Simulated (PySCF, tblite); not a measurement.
# C₂₂H₁₄N₂S₂: electronic excitations, NMR shifts, part 1 of 2

Wanted: electronic excitations, NMR shifts for C₂₂H₁₄N₂S₂ (`c1cnc(-c2ccc(-c3ccc(-c4cccs4)s3)c3ccccc23)nc1`).

Programs: tblite 0.8.0 and PySCF 2.14.0, with routines of our own; each step states its level. All values are computed. Atoms count from 0.

## 1. The starting structure

40 atoms, charge 0, multiplicity 1; geometry from: force field, distance geometry or constructed start.

## 2. Relaxing the molecule with GFN2-xTB

What the job is given:

```
{"job": {"kind": "relax", "xc": "GFN2-xTB", "basis": "xTB"}, "charge": 0, "multiplicity": 1}
C      6.732500    -0.664800     1.390300
C      5.803300    -0.135400     2.258800
N      4.492900    -0.074700     2.006800
C      4.086500    -0.538500     0.800000
C      2.639200    -0.525100     0.526300
C      1.775400    -1.047500     1.504400
C      0.403600    -1.094100     1.312900
C     -0.159200    -0.609600     0.134100
C     -1.616100    -0.721100    -0.011500
C     -2.353900    -1.697600    -0.646200
C     -3.756200    -1.451700    -0.574600
C     -4.069400    -0.295200     0.122200
C     -5.382800     0.264200     0.397500
C     -5.689300     1.432900     1.064900
C     -7.096800     1.682700     1.150100
C     -7.825300     0.688400     0.541600
S     -6.820600    -0.519200    -0.131900
S     -2.629500     0.471300     0.675400
C      0.663700    -0.057500    -0.880700
C      0.132600     0.458300    -2.087800
C      0.932900     1.019600    -3.079600
C      2.302300     1.080100    -2.891200
C      2.863800     0.582500    -1.706900
C      2.072500    -0.013500    -0.688300
N      4.910800    -1.085200    -0.110900
C      6.211500    -1.132200     0.207600
H      7.782800    -0.705400     1.623200
H      6.107700     0.256200     3.233100
H      2.193900    -1.432200     2.435900
H     -0.225300    -1.516600     2.100400
H     -1.899900    -2.547300    -1.148400
H     -4.495700    -2.104800    -1.015800
H     -4.950600     2.099700     1.489700
H     -7.539400     2.535000     1.639500
H     -8.897300     0.616800     0.442100
H     -0.942600     0.440400    -2.276100
H      0.487800     1.404200    -3.996400
H      2.944800     1.519000    -3.654000
H      3.941500     0.654400    -1.608100
H      6.857800    -1.567100    -0.549000
```

Started as:

```console
> OMP_NUM_THREADS=1 python large_run.py task.json out
```

One launch serves the whole session: the jobs run in the order shown.

The log of the run:

```text
step      E/eV     max force
  0   -1810.88529    1.553
  1   -1811.03809    0.593
  2   -1811.07121    0.265
  3   -1811.09440    0.288
  4   -1811.12194    0.281
  5   -1811.13792    0.242
  6   -1811.14715    0.184
  7   -1811.15227    0.140
  8   -1811.15617    0.127
  9   -1811.15913    0.114
 10   -1811.16167    0.099
 11   -1811.16281    0.067
 12   -1811.16475    0.067
 13   -1811.16536    0.064
 14   -1811.16722    0.101
 15   -1811.16861    0.112
 16   -1811.16979    0.063
 17   -1811.17078    0.057
 18   -1811.17184    0.073
 19   -1811.17287    0.065
 20   -1811.17379    0.053
 21   -1811.17458    0.049
 22   -1811.17532    0.051
 23   -1811.17594    0.044
 24   -1811.17639    0.036
 25   -1811.17678    0.036
 26   -1811.17730    0.049
 27   -1811.17802    0.060
 28   -1811.17889    0.061
 29   -1811.17974    0.048
 30   -1811.18056    0.051
 31   -1811.18147    0.071
 32   -1811.18250    0.067
 33   -1811.18363    0.068
 34   -1811.18492    0.066
 35   -1811.18649    0.095
 36   -1811.18831    0.118
 37   -1811.19012    0.098
 38   -1811.19176    0.081
 39   -1811.19348    0.088
 40   -1811.19566    0.143
 41   -1811.19834    0.143
 42   -1811.20093    0.103
 43   -1811.20294    0.079
 44   -1811.20432    0.072
 45   -1811.20524    0.090
 46   -1811.20608    0.062
 47   -1811.20682    0.047
 48   -1811.20766    0.054
 49   -1811.20836    0.074
 50   -1811.20936    0.057
 51   -1811.21016    0.062
 52   -1811.21090    0.064
 53   -1811.21160    0.048
 54   -1811.21237    0.062
 55   -1811.21326    0.059
 56   -1811.21434    0.069
 57   -1811.21557    0.072
 58   -1811.21672    0.069
 59   -1811.21764    0.078
 60   -1811.21864    0.066
 61   -1811.21983    0.057
 62   -1811.22114    0.066
 63   -1811.22218    0.062
 64   -1811.22337    0.075
 65   -1811.22447    0.082
 66   -1811.22547    0.064
 67   -1811.22619    0.048
 68   -1811.22669    0.036
 69   -1811.22714    0.047
 70   -1811.22763    0.057
 71   -1811.22814    0.044
 72   -1811.22858    0.039
 73   -1811.22896    0.033
 74   -1811.22933    0.036
 75   -1811.22978    0.038
 76   -1811.23023    0.041
 77   -1811.23065    0.038
 78   -1811.23100    0.040
 79   -1811.23131    0.041
 80   -1811.23162    0.040
 81   -1811.23196    0.038
 82   -1811.23236    0.037
 83   -1811.23285    0.044
 84   -1811.23345    0.049
 85   -1811.23412    0.047
 86   -1811.23476    0.039
 87   -1811.23528    0.037
 88   -1811.23564    0.037
 89   -1811.23589    0.037
 90   -1811.23613    0.027
 91   -1811.23643    0.025
 92   -1811.23673    0.034
 93   -1811.23701    0.038
 94   -1811.23728    0.030
 95   -1811.23756    0.029
 96   -1811.23787    0.031
 97   -1811.23825    0.043
 98   -1811.23870    0.051
 99   -1811.23921    0.042
100   -1811.23976    0.039
101   -1811.24029    0.040
102   -1811.24081    0.046
103   -1811.24136    0.048
104   -1811.24200    0.047
105   -1811.24286    0.048
106   -1811.24405    0.066
107   -1811.24549    0.070
108   -1811.24697    0.072
109   -1811.24836    0.065
110   -1811.24977    0.080
111   -1811.25068    0.107
112   -1811.25235    0.072
113   -1811.25375    0.059
114   -1811.25524    0.060
115   -1811.25670    0.092
116   -1811.25828    0.105
117   -1811.26011    0.080
118   -1811.26189    0.065
119   -1811.26315    0.077
120   -1811.26460    0.086
121   -1811.26599    0.077
122   -1811.26756    0.071
123   -1811.26863    0.066
124   -1811.27039    0.066
125   -1811.27163    0.077
126   -1811.27256    0.055
127   -1811.27343    0.051
128   -1811.27422    0.047
129   -1811.27488    0.043
130   -1811.27532    0.035
131   -1811.27584    0.047
132   -1811.27640    0.050
133   -1811.27700    0.040
134   -1811.27757    0.038
135   -1811.27801    0.033
136   -1811.27846    0.042
137   -1811.27887    0.046
138   -1811.27925    0.034
139   -1811.27956    0.028
140   -1811.27984    0.027
141   -1811.28011    0.029
142   -1811.28044    0.029
143   -1811.28072    0.029
144   -1811.28095    0.026
145   -1811.28117    0.029
146   -1811.28143    0.027
147   -1811.28171    0.031
148   -1811.28196    0.031
149   -1811.28217    0.025
150   -1811.28241    0.029
151   -1811.28277    0.032
152   -1811.28331    0.041
153   -1811.28393    0.035
154   -1811.28445    0.043
155   -1811.28483    0.042
156   -1811.28516    0.030
157   -1811.28550    0.029
158   -1811.28587    0.030
159   -1811.28618    0.030
160   -1811.28658    0.033
161   -1811.28704    0.035
162   -1811.28751    0.035
163   -1811.28790    0.037
164   -1811.28823    0.047
165   -1811.28859    0.046
166   -1811.28904    0.039
167   -1811.28954    0.039
168   -1811.29000    0.036
169   -1811.29040    0.031
170   -1811.29072    0.027
171   -1811.29100    0.028
172   -1811.29123    0.029
173   -1811.29144    0.029
174   -1811.29168    0.025
175   -1811.29197    0.023
176   -1811.29219    0.021
177   -1811.29232    0.019
```

Wall time 7 s (1 thread of Intel Xeon 6975P-C, shared host); peak memory 0.18 GiB.

Step by step:

```
step  energy from step 0 (eV)  largest force (eV/Å)
   0                   0.0000                1.5524
   1                  -0.1528                0.5939
   2                  -0.1859                0.2651
   3                  -0.2091                0.2885
   4                  -0.2367                0.2812
   5                  -0.2526                0.2414
   6                  -0.2619                0.1845
   7                  -0.2670                0.1401
   8                  -0.2709                0.1271
  23                  -0.2907                0.0440
  38                  -0.3065                0.0816
  53                  -0.3263                0.0485
  68                  -0.3414                0.0358
  83                  -0.3476                0.0444
  98                  -0.3534                0.0516
 113                  -0.3685                0.0589
 128                  -0.3889                0.0467
 143                  -0.3954                0.0296
 158                  -0.4006                0.0295
 173                  -0.4062                0.0294
 174                  -0.4064                0.0253
 175                  -0.4067                0.0227
 176                  -0.4069                0.0205
 177                  -0.4070                0.0189
```

Close pairs (by a distance rule), those that changed most:

```
   bond  before (Å)  after (Å)  change (Å)
C21–C22       1.402      1.367      -0.035
 C8–S17       1.709      1.741      +0.032
C11–C12       1.454      1.427      -0.027
C19–C20       1.393      1.367      -0.026
C13–C14       1.432      1.407      -0.025
  C4–C5       1.406      1.381      -0.024
 C9–C10       1.425      1.402      -0.024
C12–S16       1.721      1.742      +0.021
```

The next job starts from the end point, and lists it.

## 3. Harmonic vibrations with GFN2-xTB

What the job is given:

```
{"job": {"kind": "ir", "xc": "GFN2-xTB", "basis": "xTB"}, "charge": 0, "multiplicity": 1}
C      6.587526    -0.763010     1.601283
C      5.609946    -0.292275     2.468943
N      4.352121    -0.152493     2.105710
C      4.025226    -0.474313     0.850425
C      2.609596    -0.334847     0.500909
C      1.702092    -0.432194     1.537544
C      0.332514    -0.399779     1.307063
C     -0.172923    -0.252437     0.030215
C     -1.606688    -0.328873    -0.172386
C     -2.316769    -0.964245    -1.158658
C     -3.706256    -0.852418    -1.011213
C     -4.079242    -0.127632     0.093354
C     -5.393665     0.209278     0.533532
C     -5.760521     0.923955     1.644860
C     -7.153188     1.082523     1.765470
C     -7.838220     0.494621     0.750072
S     -6.795916    -0.273996    -0.380005
S     -2.682844     0.406941     0.981895
C      0.730120    -0.033621    -1.052234
C      0.272635     0.312780    -2.341055
C      1.144418     0.521620    -3.373104
C      2.522470     0.403647    -3.158762
C      3.002604     0.116746    -1.911238
C      2.134192    -0.102718    -0.822091
N      4.892090    -0.937135    -0.049496
C      6.150202    -1.076543     0.323139
H      7.616329    -0.876369     1.899947
H      5.837741    -0.015549     3.491785
H      2.075486    -0.569225     2.540387
H     -0.348174    -0.525872     2.137108
H     -1.849728    -1.528134    -1.946785
H     -4.420490    -1.284870    -1.689947
H     -5.044281     1.319116     2.343275
H     -7.624284     1.614540     2.572547
H     -8.897467     0.458263     0.592127
H     -0.785678     0.445999    -2.503561
H      0.774610     0.795443    -4.350554
H      3.206140     0.567025    -3.978770
H      4.063885     0.054034    -1.738236
H      6.824391    -1.458598    -0.434404
```

The log of the run:

```text
mode    cm-1     km/mol
  1      20.7      0.18
  2      27.3      0.09
  3      32.1      0.10
  4      44.3      0.47
  5      55.7      0.70
  6      71.5      1.06
  7      95.9      0.79
  8     101.4      0.50
  9     112.5      1.24
 10     147.5      2.15
 11     154.9      1.44
 12     173.6      0.56
 13     201.9      0.20
 14     220.9      1.01
 15     278.1      0.96
 16     285.7      1.95
 17     316.5      0.06
 18     351.7      1.28
 19     359.0      0.10
 20     361.9      0.51
 21     388.9      2.66
 22     419.3      1.02
 23     429.6      1.27
 24     433.0      0.98
 25     467.2      0.57
 26     488.1      0.45
 27     519.2      0.07
 28     525.9      0.88
 29     539.8      2.10
 30     556.6      0.26
 31     566.5      0.48
 32     593.6      5.37
 33     596.9      3.36
 34     616.3      1.31
 35     620.8      3.66
 36     644.6      1.88
 37     693.2      1.23
 38     717.6      9.70
 39     722.3      4.05
 40     730.6     15.81
 41     732.9      1.68
 42     733.3     16.52
 43     758.1      8.63
 44     777.0      6.57
 45     780.4      1.65
 46     792.1     41.14
 47     805.6      0.23
 48     809.2     13.81
 49     836.0     45.68
 50     842.0      4.43
 51     849.2      0.64
 52     851.4     11.45
 53     856.2      7.15
 54     874.8      4.74
 55     885.0      1.43
 56     913.2      3.47
 57     915.4      2.33
 58     922.6      0.35
 59     932.5      0.00
 60     933.0      0.32
 61     952.4      0.04
 62    1024.4      0.32
 63    1055.6      3.34
 64    1076.7      2.20
 65    1082.1      1.67
 66    1095.1      2.05
 67    1104.5      1.66
 68    1109.7      0.36
 69    1111.7      0.15
 70    1149.7     15.49
 71    1168.4      2.51
 72    1181.2      2.32
 73    1184.8      5.72
 74    1186.4      1.29
 75    1200.7      1.67
 76    1211.0      2.86
 77    1220.3     12.52
 78    1242.2      2.24
 79    1246.7      5.99
 80    1255.2     13.78
 81    1297.8     52.70
 82    1310.6     18.50
 83    1334.1      4.90
 84    1357.0     16.34
 85    1364.9     16.73
 86    1371.6     75.83
 87    1395.9    101.85
 88    1404.0     88.19
 89    1413.2      3.07
 90    1442.8     32.74
 91    1445.9     55.45
 92    1461.7     11.54
 93    1506.8     96.66
 94    1524.7      6.65
 95    1532.1     86.93
 96    1550.9    134.44
 97    1559.3     20.13
 98    1569.5     11.01
 99    1574.1    112.42
100    1607.4      0.23
101    3035.5     53.88
102    3038.7     44.53
103    3075.2     10.23
104    3076.2     31.71
105    3085.8     60.79
106    3100.3     32.84
107    3105.0      7.23
108    3107.4     43.58
109    3121.7     21.29
110    3123.7      5.28
111    3125.7     28.99
112    3131.9     10.35
113    3134.8     16.95
114    3167.0      5.35
```

Wall time 8.8 s (1 thread of Intel Xeon 6975P-C, shared host); peak memory 0.18 GiB.

The strongest bands and the atoms that carry them (share of the mass-weighted mode):

```
cm⁻¹  km/mol                                 atoms
1372    75.8                    C18 26 %, C23 21 %
1396   101.8                               C3 18 %
1404    88.2                               C3 14 %
1507    96.7  C5 14 %, C21 14 %, C20 14 %, C6 13 %
1532    86.9            C0 27 %, C3 20 %, C25 12 %
1551   134.4           C20 15 %, C21 15 %, C6 13 %
1574   112.4  C25 23 %, C1 21 %, N2 12 %, N24 11 %
3086    60.8                    H37 62 %, H36 22 %
```

## 4. Electronic excitations: TDA PBE0/6-31G*

The job, as its differences from that of step 3:

```diff
@@ -1,2 +1,2 @@
-{"job": {"kind": "ir", "xc": "GFN2-xTB", "basis": "xTB"}, "charge": 0, "multiplicity": 1}
+{"job": {"kind": "uv", "basis": "6-31G*", "grid": 1, "kgrid": 0, "vcut": 1.5, "nstates": 6, "ntriplets": 2, "tda": true, "delta": ["ip_vertical"], "pop": true, "xc": "PBE0"}, "charge": 0, "multiplicity": 1}
 C      6.587526    -0.763010     1.601283
```

With the program's defaults for keys left out, this is: TDA PBE0/6-31G*, vertical, gas phase, core orbitals frozen in the response, virtual orbitals cut by energy.

The log of the run:

```text
start: PBE on a coarse grid of 35997 points
cycle   1  E = -1751.1550636470  dE =  4.726e+00  |g| = 9.071e-01  |ddm| = 7.837e+00
cycle   2  E = -1750.8250795618  dE =  3.300e-01  |g| = 1.407e+00  |ddm| = 2.967e+00
cycle   3  E = -1751.3548775169  dE = -5.298e-01  |g| = 3.239e-01  |ddm| = 2.161e+00
cycle   4  E = -1751.3851040104  dE = -3.023e-02  |g| = 1.033e-01  |ddm| = 5.565e-01
cycle   5  E = -1751.3872748348  dE = -2.171e-03  |g| = 6.074e-02  |ddm| = 1.995e-01
cycle   6  E = -1751.3882169151  dE = -9.421e-04  |g| = 2.497e-02  |ddm| = 9.797e-02
cycle   7  E = -1751.3883707274  dE = -1.538e-04  |g| = 1.021e-02  |ddm| = 3.926e-02
cycle   8  E = -1751.3883969379  dE = -2.621e-05  |g| = 3.596e-03  |ddm| = 1.493e-02
final grid: 157155 points
cycle   9  E = -1751.2169067433  dE = -1.189e-02  |g| = 5.726e-02  |ddm| = 1.051e+00
cycle  10  E = -1751.2166861891  dE =  2.206e-04  |g| = 6.449e-02  |ddm| = 1.530e-01
cycle  11  E = -1751.2178001318  dE = -1.114e-03  |g| = 1.495e-02  |ddm| = 9.412e-02
cycle  12  E = -1751.2178570813  dE = -5.695e-05  |g| = 5.902e-03  |ddm| = 2.529e-02
cycle  13  E = -1751.2178670008  dE = -9.920e-06  |g| = 2.086e-03  |ddm| = 9.482e-03
cycle  14  E = -1751.2178643296  dE =  2.671e-06  |g| = 7.610e-04  |ddm| = 3.385e-03
cycle  15  E = -1751.2178663717  dE = -2.042e-06  |g| = 3.400e-04  |ddm| = 1.252e-03
cycle  16  E = -1751.2178660799  dE =  2.917e-07  |g| = 8.182e-05  |ddm| = 4.837e-04
converged SCF energy = -1751.2178660799
Vertical ionisation energy (delta-SCF) = 6.5323 eV   <S^2> = 0.770

Static polarisability (au): isotropic 325.055, principal 118.776 282.238 574.150

Singlet excitations
state   eV       nm        f      main configurations
  1   3.1941    388.2   1.15833   H->L 0.97
  2   3.7508    330.6   0.06830   H-1->L 0.60, H->L+1 0.36
  3   3.8941    318.4   0.00277   H->L+2 0.92
  4   4.0047    309.6   0.01188   H-3->L 0.76, H-3->L+1 0.10
  5   4.1387    299.6   0.13156   H->L+1 0.48, H-1->L 0.30
  6   4.2135    294.3   0.01276   H-2->L 0.52, H->L+4 0.33

Triplet excitations (Tamm-Dancoff, eV): 2.1506 2.6528
```

Run time: 2 min. Hardware: 1 thread of Intel Xeon 6975P-C, shared host; peak memory 0.7 GiB.

The orbitals next to the gap, with their largest atomic shares:

```
orbital     eV                         atoms
 HOMO−4  -7.14  S17 28 %, S16 26 %, C13 12 %
 HOMO−3  -6.96     N24 36 %, N2 31 %, C3 6 %
 HOMO−2  -6.91  C18 18 %, C21 16 %, C23 16 %
 HOMO−1  -6.21   C19 12 %, C22 12 %, C15 9 %
   HOMO  -5.37    C8 12 %, C11 11 %, C15 9 %
   LUMO  -1.79       C7 11 %, C4 9 %, C3 7 %
 LUMO+1  -0.97   C15 11 %, C10 11 %, C12 9 %
 LUMO+2  -0.88    C25 29 %, C1 28 %, N2 19 %
 LUMO+3  -0.19   C22 15 %, C19 14 %, C3 14 %
```

With each of the 6 states as a Gaussian band of 0.4 eV half-width at 1/e, the curve within the window shown has maxima at 388 nm (ε 47,000) L/(mol cm). Beyond the last state computed it falls off for lack of states. The curve at chosen wavelengths:

```csv
nm,ε (L/mol/cm)
275,2688
283,4514
291,6257
299,7492
307,8179
316,8818
324,10049
332,12633
340,16963
348,22928
356,29869
364,36752
372,42468
381,46431
389,47314
397,45794
405,42320
413,37529
421,32084
429,26553
437,21355
446,16218
454,12406
462,9309
470,6869
478,4995
```

Further results of this job:

```
           property  computed
  dipole moment (D)      1.51
polarisability (Å³)     48.17
 HOMO–LUMO gap (eV)      3.58
      −ε(HOMO) (eV)      5.37
```

(Continued in part 2 of 2.)
